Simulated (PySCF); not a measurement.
# Fe2(NH2)6: magnetic exchange

Wanted: magnetic exchange for Fe2(NH2)6.

Computed with PySCF 2.14.0 and routines of our own; the level stands in each step. Atoms count from 0.

## 1. The starting structure

20 atoms, charge 0, high-spin multiplicity 11; geometry from: GFN2-xTB.

The system (coupled pair): Fe2(NH2)6. The spin sites are atom 0 (5 unpaired) and atom 4 (5 unpaired).

## 2. Magnetic exchange: PBE0/def2-SVP H:def2-SV(P)

The job: settings as JSON, then the geometry in Å.

```
{"job": {"kind": "bs", "xc": "PBE0", "basis": {"default": "def2-SVP", "H": "def2-SV(P)"}, "grid": 1, "rks": false}, "charge": 0, "high_spin_multiplicity": 11, "spin_sites": [[[0], 5], [[4], 5]]}
Fe    -0.710680     1.051990    -0.876250
N     -0.719870     1.027250    -2.885930
N     -1.734670     2.612620    -0.131130
N      1.408720     0.921980    -0.030400
Fe     0.710980    -1.054540     0.874040
N      1.720240    -2.630320     0.143580
N      0.727850    -1.004260     2.881790
N     -1.405050    -0.928850     0.020300
H     -1.168710     1.704860    -3.493720
H     -0.271330     0.348550    -3.492340
H     -2.211100     3.332300    -0.665590
H     -1.882600     2.834820     0.847680
H      2.161660     0.870630    -0.708770
H      1.676780     1.647350     0.626720
H      1.849510    -2.876880    -0.831950
H      2.195480    -3.344180     0.686790
H      1.181110    -1.672140     3.497400
H      0.300030    -0.305090     3.479780
H     -1.666560    -1.656860    -0.636580
H     -2.161800    -0.879230     0.694580
```

With the program's defaults for keys left out, this is: PBE0/def2-SVP H:def2-SV(P) high-spin and broken-symmetry single points, gas phase.

Started as:

```
OMP_NUM_THREADS=1 python exch_run.py task.json out
```

One launch serves the whole session: the jobs run in the order shown.

What it wrote:

```text
high-spin state, multiplicity 11
final grid: 75288 points
cycle   1  E = -2845.5384811618  dE =  1.309e+01  |g| = 4.384e+00  |ddm| = 1.016e+01
cycle   2  E = -2787.8854890712  dE =  5.765e+01  |g| = 9.412e+00  |ddm| = 1.906e+01
cycle   3  E = -2840.4232571514  dE = -5.254e+01  |g| = 5.730e+00  |ddm| = 1.443e+01
cycle   4  E = -2845.6373001730  dE = -5.214e+00  |g| = 5.244e+00  |ddm| = 3.979e+00
cycle   5  E = -2851.5853408589  dE = -5.948e+00  |g| = 4.652e+00  |ddm| = 3.426e+00
cycle   6  E = -2851.2863925696  dE =  2.989e-01  |g| = 4.743e+00  |ddm| = 7.962e-01
cycle   7  E = -2851.2366383769  dE =  4.975e-02  |g| = 4.750e+00  |ddm| = 3.765e-02
cycle   8  E = -2851.7576812643  dE = -5.210e-01  |g| = 4.674e+00  |ddm| = 4.385e-01
cycle   9  E = -2853.1386586996  dE = -1.381e+00  |g| = 4.417e+00  |ddm| = 3.231e-01
cycle  10  E = -2815.3300576249  dE =  3.781e+01  |g| = 8.495e+00  |ddm| = 1.670e+01
cycle  11  E = -2847.2883295380  dE = -3.196e+01  |g| = 3.009e+00  |ddm| = 1.354e+01
cycle  12  E = -2798.6938364640  dE =  4.859e+01  |g| = 7.029e+00  |ddm| = 2.044e+01
cycle  13  E = -2828.0220857467  dE = -2.933e+01  |g| = 5.853e+00  |ddm| = 1.370e+01
cycle  14  E = -2844.5440665779  dE = -1.652e+01  |g| = 4.919e+00  |ddm| = 8.443e+00
cycle  15  E = -2837.6109136659  dE =  6.933e+00  |g| = 5.941e+00  |ddm| = 3.674e+00
cycle  16  E = -2837.7973266088  dE = -1.864e-01  |g| = 5.971e+00  |ddm| = 3.522e-01
cycle  17  E = -2827.0476905456  dE =  1.075e+01  |g| = 5.613e+00  |ddm| = 7.956e+00
cycle  18  E = -2846.0531171473  dE = -1.901e+01  |g| = 4.835e+00  |ddm| = 9.148e+00
cycle  19  E = -2845.1585081426  dE =  8.946e-01  |g| = 4.744e+00  |ddm| = 2.876e+00
cycle  20  E = -2652.4078458317  dE =  1.928e+02  |g| = 9.178e+00  |ddm| = 2.775e+01
cycle  21  E = -2830.8140604639  dE = -1.784e+02  |g| = 5.608e+00  |ddm| = 2.871e+01
cycle  22  E = -2840.9410349706  dE = -1.013e+01  |g| = 5.559e+00  |ddm| = 1.269e+01
cycle  23  E = -2856.7448133098  dE = -1.580e+01  |g| = 3.319e+00  |ddm| = 4.639e+00
cycle  24  E = -2853.1788046832  dE =  3.566e+00  |g| = 4.424e+00  |ddm| = 2.257e+00
cycle  25  E = -2856.1965014918  dE = -3.018e+00  |g| = 3.295e+00  |ddm| = 1.671e+00
cycle  26  E = -2855.6736123401  dE =  5.229e-01  |g| = 3.559e+00  |ddm| = 1.214e+00
cycle  27  E = -2853.6100959705  dE =  2.064e+00  |g| = 3.499e+00  |ddm| = 1.797e+00
cycle  28  E = -2860.5533275148  dE = -6.943e+00  |g| = 1.201e+00  |ddm| = 1.787e+00
cycle  29  E = -2860.3693002534  dE =  1.840e-01  |g| = 1.487e+00  |ddm| = 1.896e+00
cycle  30  E = -2861.1720280130  dE = -8.027e-01  |g| = 1.027e+00  |ddm| = 1.641e+00
cycle  31  E = -2861.3788023459  dE = -2.068e-01  |g| = 5.740e-01  |ddm| = 1.146e+00
cycle  32  E = -2861.5374757599  dE = -1.587e-01  |g| = 5.682e-01  |ddm| = 1.072e+00
cycle  33  E = -2861.6460223310  dE = -1.085e-01  |g| = 3.413e-01  |ddm| = 2.891e-01
cycle  34  E = -2861.6832996606  dE = -3.728e-02  |g| = 2.214e-01  |ddm| = 1.483e-01
cycle  35  E = -2861.7057360400  dE = -2.244e-02  |g| = 1.119e-01  |ddm| = 1.543e-01
SCF not converged, last energy = -2861.7057360400
restart with level shift 0.3
final grid: 75288 points
cycle   1  E = -2857.1501910050  dE =  1.483e+00  |g| = 3.224e+00  |ddm| = 4.318e+00
cycle   2  E = -2838.9919463330  dE =  1.816e+01  |g| = 6.128e+00  |ddm| = 6.046e+00
cycle   3  E = -2857.9314183361  dE = -1.894e+01  |g| = 3.043e+00  |ddm| = 3.504e+00
cycle   4  E = -2860.2279134661  dE = -2.296e+00  |g| = 1.774e+00  |ddm| = 8.353e-01
cycle   5  E = -2861.3888061195  dE = -1.161e+00  |g| = 4.347e-01  |ddm| = 8.185e-01
cycle   6  E = -2861.5334469872  dE = -1.446e-01  |g| = 2.064e-01  |ddm| = 4.492e-01
cycle   7  E = -2861.5466592635  dE = -1.321e-02  |g| = 2.660e-01  |ddm| = 2.175e-01
cycle   8  E = -2861.5568198518  dE = -1.016e-02  |g| = 2.594e-01  |ddm| = 1.354e-01
cycle   9  E = -2861.5759685010  dE = -1.915e-02  |g| = 1.854e-01  |ddm| = 1.552e-01
cycle  10  E = -2861.5948205661  dE = -1.885e-02  |g| = 5.744e-02  |ddm| = 1.893e-01
...
cycle  52  E = -2861.7155626660  dE = -9.652e-07  |g| = 4.587e-04  |ddm| = 1.422e-03
cycle  53  E = -2861.7155633511  dE = -6.851e-07  |g| = 3.484e-04  |ddm| = 1.289e-03
cycle  54  E = -2861.7155637785  dE = -4.274e-07  |g| = 2.748e-04  |ddm| = 1.043e-03
cycle  55  E = -2861.7155640855  dE = -3.069e-07  |g| = 2.796e-04  |ddm| = 1.026e-03
cycle  56  E = -2861.7155642618  dE = -1.764e-07  |g| = 2.144e-04  |ddm| = 7.685e-04
cycle  57  E = -2861.7155643597  dE = -9.785e-08  |g| = 1.633e-04  |ddm| = 5.914e-04
cycle  58  E = -2861.7155644127  dE = -5.302e-08  |g| = 1.252e-04  |ddm| = 4.699e-04
cycle  59  E = -2861.7155644401  dE = -2.742e-08  |g| = 1.188e-04  |ddm| = 3.885e-04
cycle  60  E = -2861.7155644517  dE = -1.160e-08  |g| = 9.733e-05  |ddm| = 2.351e-04
cycle  61  E = -2861.7155644574  dE = -5.718e-09  |g| = 7.861e-05  |ddm| = 1.853e-04
level shift removed, Fock matrix diagonalised once more
converged SCF energy = -2861.7155644574

broken-symmetry state, M_S = 0, start: spins of the second site flipped
final grid: 75288 points
cycle   1  E = -2861.7162041868  dE = -1.199e-02  |g| = 2.142e-02  |ddm| = 2.131e-01
cycle   2  E = -2861.7158020241  dE =  4.022e-04  |g| = 4.536e-02  |ddm| = 5.340e-02
cycle   3  E = -2861.7165701724  dE = -7.681e-04  |g| = 1.698e-02  |ddm| = 4.405e-02
cycle   4  E = -2861.7167123405  dE = -1.422e-04  |g| = 5.559e-03  |ddm| = 1.768e-02
cycle   5  E = -2861.7167263515  dE = -1.401e-05  |g| = 2.231e-03  |ddm| = 5.014e-03
cycle   6  E = -2861.7167273156  dE = -9.641e-07  |g| = 2.156e-03  |ddm| = 2.742e-03
cycle   7  E = -2861.7167292607  dE = -1.945e-06  |g| = 9.845e-04  |ddm| = 2.203e-03
cycle   8  E = -2861.7167297803  dE = -5.196e-07  |g| = 4.216e-04  |ddm| = 1.070e-03
cycle   9  E = -2861.7167299465  dE = -1.662e-07  |g| = 2.878e-04  |ddm| = 8.119e-04
cycle  10  E = -2861.7167300440  dE = -9.742e-08  |g| = 9.522e-05  |ddm| = 6.912e-04
cycle  11  E = -2861.7167300734  dE = -2.946e-08  |g| = 6.332e-05  |ddm| = 5.729e-04
cycle  12  E = -2861.7167300773  dE = -3.869e-09  |g| = 1.510e-05  |ddm| = 1.181e-04
converged SCF energy = -2861.7167300773

<S^2> high spin = 30.0236, broken symmetry = 5.0049
E(HS) - E(BS) = 255.82 cm-1
J_noodleman = -10.23 cm-1
J_unprojected = -8.53 cm-1
J_yamaguchi = -10.23 cm-1
```

Wall time 2.1 min (1 thread of Arm Neoverse V2, shared host); peak memory 0.75 GiB.

Key values:

```
                     quantity          value
                J (Yamaguchi)       -10 cm⁻¹
low less high spin, projected  -0.9 kcal/mol
```

Mulliken spin populations of the high-spin state:

Fe0 4.17; N1 0.35; N2 0.35; N3 0.16; Fe4 4.17; N5 0.35; N6 0.35; N7 0.16; H8 -0.01; H9 -0.01; H10 -0.01; H11 -0.01; H12 0.00; H13 0.00; H14 -0.01; H15 -0.01; H16 -0.01; H17 -0.01; H18 0.00; H19 0.00

## 3. Magnetic exchange: CASSCF and SC-NEVPT2/def2-SVP H:def2-SV(P) (10,10)

Settings changed since step 2:

```diff
@@ -1,2 +1,2 @@
-{"job": {"kind": "bs", "xc": "PBE0", "basis": {"default": "def2-SVP", "H": "def2-SV(P)"}, "grid": 1, "rks": false}, "charge": 0, "high_spin_multiplicity": 11, "spin_sites": [[[0], 5], [[4], 5]]}
+{"job": {"kind": "cas", "xc": "PBE0", "basis": {"default": "def2-SVP", "H": "def2-SV(P)"}, "grid": 1, "active": "magnetic", "zfs": false, "npt": 2}, "charge": 0, "high_spin_multiplicity": 11, "spin_sites": [[[0], 5], [[4], 5]]}
 Fe    -0.710680     1.051990    -0.876250
```

Method: CASSCF and SC-NEVPT2/def2-SVP H:def2-SV(P) spin states, gas phase.

What it wrote:

```text
start orbitals: natural orbitals of the high-spin PBE0 determinant (converged)
active space: 10 electrons in 10 orbitals, 48 closed; orbitals optimised for multiplicities 11 9 7
macro   0  E = -2857.7507858913  dE =  0.000e+00  |g| = 8.921e-01
macro   1  E = -2857.8595047691  dE = -1.087e-01  |g| = 5.928e-01
macro   2  E = -2857.9117670388  dE = -5.226e-02  |g| = 5.099e-01
macro   3  E = -2857.9302290723  dE = -1.846e-02  |g| = 1.887e-01
macro   4  E = -2857.9399190835  dE = -9.690e-03  |g| = 1.510e-01
macro   5  E = -2857.9411439696  dE = -1.225e-03  |g| = 5.274e-02
macro   6  E = -2857.9415449047  dE = -4.009e-04  |g| = 1.494e-02
macro   7  E = -2857.9415650702  dE = -2.017e-05  |g| = 6.673e-03
macro   8  E = -2857.9415691911  dE = -4.121e-06  |g| = 1.377e-03
macro   9  E = -2857.9415694994  dE = -3.083e-07  |g| = 7.638e-04
macro  10  E = -2857.9415695625  dE = -6.316e-08  |g| = 1.916e-04
CASSCF converged, mean energy = -2857.9415695625
2S+1 = 11  root 0  E(CAS) = -2857.94151103  E(NEVPT2) = -2859.42571717  occupations 1.000 1.000 1.000 1.000 1.000 1.000 1.000 1.000 1.000 1.000
2S+1 = 9  root 0  E(CAS) = -2857.94157380  E(NEVPT2) = -2859.42588636  occupations 1.013 1.005 1.003 1.002 1.000 1.000 0.998 0.997 0.995 0.987
2S+1 = 7  root 0  E(CAS) = -2857.94162386  occupations 1.024 1.009 1.005 1.004 1.001 0.999 0.996 0.995 0.991 0.976
2S+1 = 5  root 0  E(CAS) = -2857.94166131  occupations 1.031 1.012 1.007 1.005 1.001 0.999 0.995 0.993 0.988 0.969
2S+1 = 3  root 0  E(CAS) = -2857.47071657  occupations 1.009 1.006 1.006 1.003 1.000 0.999 0.998 0.997 0.993 0.989
2S+1 = 1  root 0  E(CAS) = -2857.94169869  occupations 1.039 1.015 1.008 1.007 1.001 0.999 0.993 0.992 0.985 0.961
```

Run time: 39 s. Hardware: 1 thread of Arm Neoverse V2, shared host; peak memory 0.54 GiB.

Warnings kept with the result: a CI root did not converge.

J and the spin gap of this run are not to be taken as properties: the CI did not converge.

## 4. Magnetic exchange: M06-2X/def2-SVP H:def2-SV(P)

Settings changed since step 3:

```diff
@@ -1,2 +1,2 @@
-{"job": {"kind": "cas", "xc": "PBE0", "basis": {"default": "def2-SVP", "H": "def2-SV(P)"}, "grid": 1, "active": "magnetic", "zfs": false, "npt": 2}, "charge": 0, "high_spin_multiplicity": 11, "spin_sites": [[[0], 5], [[4], 5]]}
+{"job": {"kind": "bs", "xc": "M06-2X", "basis": {"default": "def2-SVP", "H": "def2-SV(P)"}, "grid": 2, "rks": false}, "charge": 0, "high_spin_multiplicity": 11, "spin_sites": [[[0], 5], [[4], 5]]}
 Fe    -0.710680     1.051990    -0.876250
```

With the program's defaults for keys left out, this is: M06-2X/def2-SVP H:def2-SV(P) high-spin and broken-symmetry single points, gas phase.

What it wrote:

```text
high-spin state, multiplicity 11
final grid: 156928 points
cycle   1  E = -2862.3013124820  dE = -5.991e-03  |g| = 1.505e-01  |ddm| = 2.453e-01
cycle   2  E = -2862.2645457598  dE =  3.677e-02  |g| = 3.218e-01  |ddm| = 3.637e-01
cycle   3  E = -2862.3104213957  dE = -4.588e-02  |g| = 3.457e-02  |ddm| = 2.616e-01
cycle   4  E = -2862.3109173165  dE = -4.959e-04  |g| = 1.706e-02  |ddm| = 3.340e-02
cycle   5  E = -2862.3110635921  dE = -1.463e-04  |g| = 6.190e-03  |ddm| = 2.181e-02
cycle   6  E = -2862.3110896798  dE = -2.609e-05  |g| = 3.436e-03  |ddm| = 8.248e-03
cycle   7  E = -2862.3111090961  dE = -1.942e-05  |g| = 1.084e-03  |ddm| = 1.025e-02
cycle   8  E = -2862.3111140885  dE = -4.992e-06  |g| = 1.122e-03  |ddm| = 4.812e-03
cycle   9  E = -2862.3111163999  dE = -2.311e-06  |g| = 6.552e-04  |ddm| = 2.884e-03
cycle  10  E = -2862.3111178870  dE = -1.487e-06  |g| = 2.893e-04  |ddm| = 2.811e-03
cycle  11  E = -2862.3111188103  dE = -9.233e-07  |g| = 1.281e-04  |ddm| = 3.002e-03
cycle  12  E = -2862.3111189928  dE = -1.826e-07  |g| = 8.067e-05  |ddm| = 1.353e-03
cycle  13  E = -2862.3111190228  dE = -3.000e-08  |g| = 3.486e-05  |ddm| = 7.519e-04
cycle  14  E = -2862.3111190240  dE = -1.131e-09  |g| = 1.292e-05  |ddm| = 7.904e-05
converged SCF energy = -2862.3111190240

broken-symmetry state, M_S = 0, start: spins of the second site flipped
final grid: 156928 points
cycle   1  E = -2862.3106919910  dE = -1.569e-02  |g| = 2.579e-02  |ddm| = 1.708e-01
cycle   2  E = -2862.3114778304  dE = -7.858e-04  |g| = 9.423e-03  |ddm| = 4.306e-02
cycle   3  E = -2862.3115539275  dE = -7.610e-05  |g| = 9.114e-03  |ddm| = 2.008e-02
cycle   4  E = -2862.3115893351  dE = -3.541e-05  |g| = 4.842e-03  |ddm| = 1.140e-02
cycle   5  E = -2862.3116004548  dE = -1.112e-05  |g| = 1.074e-03  |ddm| = 3.984e-03
cycle   6  E = -2862.3116026672  dE = -2.212e-06  |g| = 5.311e-04  |ddm| = 2.985e-03
cycle   7  E = -2862.3116030734  dE = -4.062e-07  |g| = 4.467e-04  |ddm| = 1.089e-03
cycle   8  E = -2862.3116033847  dE = -3.114e-07  |g| = 2.707e-04  |ddm| = 1.107e-03
cycle   9  E = -2862.3116035269  dE = -1.422e-07  |g| = 1.665e-04  |ddm| = 6.947e-04
cycle  10  E = -2862.3116036543  dE = -1.274e-07  |g| = 9.610e-05  |ddm| = 9.922e-04
cycle  11  E = -2862.3116036856  dE = -3.124e-08  |g| = 5.116e-05  |ddm| = 4.290e-04
cycle  12  E = -2862.3116037002  dE = -1.464e-08  |g| = 2.623e-05  |ddm| = 3.390e-04
cycle  13  E = -2862.3116037040  dE = -3.820e-09  |g| = 1.249e-05  |ddm| = 2.542e-04
converged SCF energy = -2862.3116037040

<S^2> high spin = 30.0360, broken symmetry = 5.0284
E(HS) - E(BS) = 106.37 cm-1
J_noodleman = -4.25 cm-1
J_unprojected = -3.55 cm-1
J_yamaguchi = -4.25 cm-1
```

Run time: 83 s. Hardware: 1 thread of Arm Neoverse V2, shared host; peak memory 0.77 GiB.

From this job:

```
                     quantity          value
                J (Yamaguchi)        -4 cm⁻¹
low less high spin, projected  -0.4 kcal/mol
```

## 5. Magnetic exchange: PBE0/cc-pVDZ

Settings changed since step 4:

```diff
@@ -1,2 +1,2 @@
-{"job": {"kind": "bs", "xc": "M06-2X", "basis": {"default": "def2-SVP", "H": "def2-SV(P)"}, "grid": 2, "rks": false}, "charge": 0, "high_spin_multiplicity": 11, "spin_sites": [[[0], 5], [[4], 5]]}
+{"job": {"kind": "bs", "xc": "PBE0", "basis": "cc-pVDZ", "grid": 1, "rks": false, "x2c": false}, "charge": 0, "high_spin_multiplicity": 11, "spin_sites": [[[0], 5], [[4], 5]]}
 Fe    -0.710680     1.051990    -0.876250
```

With the program's defaults for keys left out, this is: PBE0/cc-pVDZ high-spin and broken-symmetry single points, gas phase.

What it wrote:

```text
high-spin state, multiplicity 11
final grid: 75288 points
cycle   1  E = -2830.4845022274  dE =  2.970e+01  |g| = 8.794e+00  |ddm| = 2.318e+01
cycle   2  E = -2596.9988886615  dE =  2.335e+02  |g| = 9.665e+00  |ddm| = 2.213e+02
cycle   3  E = -2734.9583076351  dE = -1.380e+02  |g| = 1.353e+01  |ddm| = 2.946e+02
cycle   4  E = -2742.7448244950  dE = -7.787e+00  |g| = 1.345e+01  |ddm| = 4.182e+01
cycle   5  E = -2744.8561059430  dE = -2.111e+00  |g| = 1.342e+01  |ddm| = 6.574e+01
cycle   6  E = -2745.7394680630  dE = -8.834e-01  |g| = 1.341e+01  |ddm| = 7.195e+01
cycle   7  E = -2745.8227425173  dE = -8.327e-02  |g| = 1.341e+01  |ddm| = 7.254e+00
cycle   8  E = -2745.7679383147  dE =  5.480e-02  |g| = 1.341e+01  |ddm| = 1.038e+01
cycle   9  E = -2745.7208995681  dE =  4.704e-02  |g| = 1.341e+01  |ddm| = 9.943e+00
cycle  10  E = -2707.7250770170  dE =  3.800e+01  |g| = 1.259e+01  |ddm| = 4.450e+02
[... 15 cycles left out ...]
cycle  26  E = -2742.4882599181  dE =  9.909e-01  |g| = 1.270e+01  |ddm| = 3.687e+01
cycle  27  E = -2739.0495759151  dE =  3.439e+00  |g| = 1.242e+01  |ddm| = 8.390e+01
cycle  28  E = -2739.5418038623  dE = -4.922e-01  |g| = 1.269e+01  |ddm| = 9.474e+01
cycle  29  E = -2494.4590796281  dE =  2.451e+02  |g| = 1.204e+01  |ddm| = 2.837e+02
cycle  30  E = -2750.2429041925  dE = -2.558e+02  |g| = 1.239e+01  |ddm| = 2.264e+02
cycle  31  E = -2755.4317069128  dE = -5.189e+00  |g| = 1.232e+01  |ddm| = 4.044e+01
cycle  32  E = -2753.8622011133  dE =  1.570e+00  |g| = 1.237e+01  |ddm| = 1.267e+01
cycle  33  E = -2753.5109402305  dE =  3.513e-01  |g| = 1.243e+01  |ddm| = 8.649e+00
cycle  34  E = -2750.5753200468  dE =  2.936e+00  |g| = 1.250e+01  |ddm| = 2.439e+01
cycle  35  E = -2749.6367317309  dE =  9.386e-01  |g| = 1.241e+01  |ddm| = 1.933e+01
SCF not converged, last energy = -2749.6367317309
restart with level shift 0.3
final grid: 75288 points
cycle   1  E = -2839.8381315405  dE =  2.035e+01  |g| = 7.826e+00  |ddm| = 1.761e+01
cycle   2  E = -2692.2643400635  dE =  1.476e+02  |g| = 1.149e+01  |ddm| = 2.271e+02
cycle   3  E = -2842.6432608125  dE = -1.504e+02  |g| = 7.142e+00  |ddm| = 2.283e+02
cycle   4  E = -2844.0961688182  dE = -1.453e+00  |g| = 6.764e+00  |ddm| = 4.176e+00
cycle   5  E = -2849.0286718951  dE = -4.933e+00  |g| = 6.068e+00  |ddm| = 7.784e+00
cycle   6  E = -2853.7225203191  dE = -4.694e+00  |g| = 4.932e+00  |ddm| = 3.267e+00
cycle   7  E = -2856.5239999500  dE = -2.801e+00  |g| = 4.312e+00  |ddm| = 2.909e+00
cycle   8  E = -2860.0062307448  dE = -3.482e+00  |g| = 2.577e+00  |ddm| = 3.304e+00
cycle   9  E = -2861.7806424956  dE = -1.774e+00  |g| = 9.787e-01  |ddm| = 2.420e+00
cycle  10  E = -2861.8091873775  dE = -2.854e-02  |g| = 1.305e+00  |ddm| = 2.620e+00
...
cycle  60  E = -2862.4564635731  dE = -1.981e-03  |g| = 2.229e-02  |ddm| = 9.160e-02
cycle  61  E = -2862.4578306648  dE = -1.367e-03  |g| = 2.122e-02  |ddm| = 8.131e-02
cycle  62  E = -2862.4586657886  dE = -8.351e-04  |g| = 1.082e-02  |ddm| = 5.595e-02
cycle  63  E = -2862.4592032308  dE = -5.374e-04  |g| = 8.441e-03  |ddm| = 4.799e-02
cycle  64  E = -2862.4595508391  dE = -3.476e-04  |g| = 7.223e-03  |ddm| = 4.161e-02
cycle  65  E = -2862.4597260572  dE = -1.752e-04  |g| = 5.382e-03  |ddm| = 2.581e-02
cycle  66  E = -2862.4598538580  dE = -1.278e-04  |g| = 3.808e-03  |ddm| = 2.510e-02
cycle  67  E = -2862.4599216818  dE = -6.782e-05  |g| = 3.101e-03  |ddm| = 1.872e-02
cycle  68  E = -2862.4599558118  dE = -3.413e-05  |g| = 2.307e-03  |ddm| = 1.283e-02
cycle  69  E = -2862.4599736594  dE = -1.785e-05  |g| = 1.464e-03  |ddm| = 8.588e-03
cycle  70  E = -2862.4599842656  dE = -1.061e-05  |g| = 1.332e-03  |ddm| = 7.648e-03
SCF not converged, last energy = -2862.4599842656

broken-symmetry state, M_S = 0, start: spins of the second site flipped
final grid: 75288 points
cycle   1  E = -2862.4604623014  dE = -1.472e-02  |g| = 2.916e-02  |ddm| = 5.671e-01
cycle   2  E = -2862.4594632313  dE =  9.991e-04  |g| = 7.319e-02  |ddm| = 1.739e-01
cycle   3  E = -2862.4610995324  dE = -1.636e-03  |g| = 1.952e-02  |ddm| = 1.232e-01
cycle   4  E = -2862.4612595911  dE = -1.601e-04  |g| = 9.344e-03  |ddm| = 4.056e-02
cycle   5  E = -2862.4612973782  dE = -3.779e-05  |g| = 3.579e-03  |ddm| = 1.505e-02
cycle   6  E = -2862.4612995895  dE = -2.211e-06  |g| = 3.447e-03  |ddm| = 7.883e-03
cycle   7  E = -2862.4613042697  dE = -4.680e-06  |g| = 9.302e-04  |ddm| = 6.584e-03
cycle   8  E = -2862.4613048955  dE = -6.258e-07  |g| = 6.565e-04  |ddm| = 2.490e-03
cycle   9  E = -2862.4613051705  dE = -2.750e-07  |g| = 5.361e-04  |ddm| = 1.501e-03
cycle  10  E = -2862.4613053995  dE = -2.290e-07  |g| = 1.585e-04  |ddm| = 1.840e-03
cycle  11  E = -2862.4613054531  dE = -5.358e-08  |g| = 8.910e-05  |ddm| = 1.208e-03
cycle  12  E = -2862.4613054603  dE = -7.167e-09  |g| = 3.425e-05  |ddm| = 2.707e-04
converged SCF energy = -2862.4613054603

<S^2> high spin = 30.0393, broken symmetry = 5.0191
E(HS) - E(BS) = 289.97 cm-1
J_noodleman = -11.60 cm-1
J_unprojected = -9.67 cm-1
J_yamaguchi = -11.59 cm-1
```

It took 4.5 min on 1 thread of Arm Neoverse V2, shared host; peak memory 1.1 GiB.

Diagnosis: the SCF of the high-spin state did not converge, so J is no result here.

## 6. Spin gaps side by side

J for H = −2J S1·S2; the gap is low spin less high spin (projected; unprojected where the broken-symmetry state collapsed; or NEVPT2):

```
step                         level  geometry  J (cm⁻¹)  gap (kcal/mol)     time
   2    PBE0/def2-SVP H:def2-SV(P)       one       -10            -0.9  2.1 min
   4  M06-2X/def2-SVP H:def2-SV(P)       one        -4            -0.4     83 s
```

## 7. What came out

| quantity | value |
| --- | --- |
| J (Yamaguchi) (step 2, PBE0/def2-SVP H:def2-SV(P)) | -10 cm⁻¹ |
| low less high spin, projected (step 2, PBE0/def2-SVP H:def2-SV(P)) | -0.9 kcal/mol |
| J | -10 (PBE0/def2-SVP H:def2-SV(P)) to -4 cm⁻¹ (M06-2X/def2-SVP H:def2-SV(P)) |
| runs | 1 failed, 0 ended on unsound input |

What this shows: Step 3 is set aside for J and the spin gap: the CI did not converge. The geometry comes from tight binding, which is rough for metal atoms, and these values hang on it. The levels with a meaningful J put the low-spin state lower (antiferromagnetic coupling), from -10 to -4 cm⁻¹.
